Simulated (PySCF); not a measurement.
# CH3Br3Ti ([Ti(CH3)Br3]): the cost of one run

Computed with PySCF 2.14.0, with density-fitted response routines of our own, on a single molecule in the gas phase. Atoms count from 0, in the outputs and in this text.

### 1 The molecule as given

8 atoms, charge 0, multiplicity 1; geometry from: GFN2-xTB. The atoms were then displaced at random by about 0.03 Å, so the start is not that level's minimum.

Bonds of the start (Å): C0–Ti1 1.98, Ti1–Br2 2.35, Ti1–Br3 2.40, Ti1–Br4 2.34, C0–H5 1.03, C0–H6 1.16, C0–H7 1.14.

### 2 Relaxing the molecule at PBE0-D3(BJ)/def2-SVP

What the job is given:

```
{"job": {"xc": "PBE0", "basis": "def2-SVP", "d3": "d3bj", "grid": 1, "shake": 0.03, "kind": "geom"}, "charge": 0, "multiplicity": 1}
C     -1.083310    -0.266860     0.048440
Ti     0.855080     0.130750    -0.052920
Br     1.784400    -1.260130    -1.709010
Br     1.359390     2.417450    -0.599440
Br     1.793660    -0.358000     2.039150
H     -1.389070    -1.173370     0.438120
H     -1.606160     0.552150     0.683150
H     -1.557650    -0.108830    -0.980330
```

On the command line:

```bash
> OMP_NUM_THREADS=1 python probes_run.py task.json out
```

The driver reads the jobs from task.json and runs them one after another.

**Question.** How long does this first job take on 1 thread of Arm Neoverse V1, shared host, and how much memory does it need?

About 2.9 min, with a peak of 0.82 GiB.
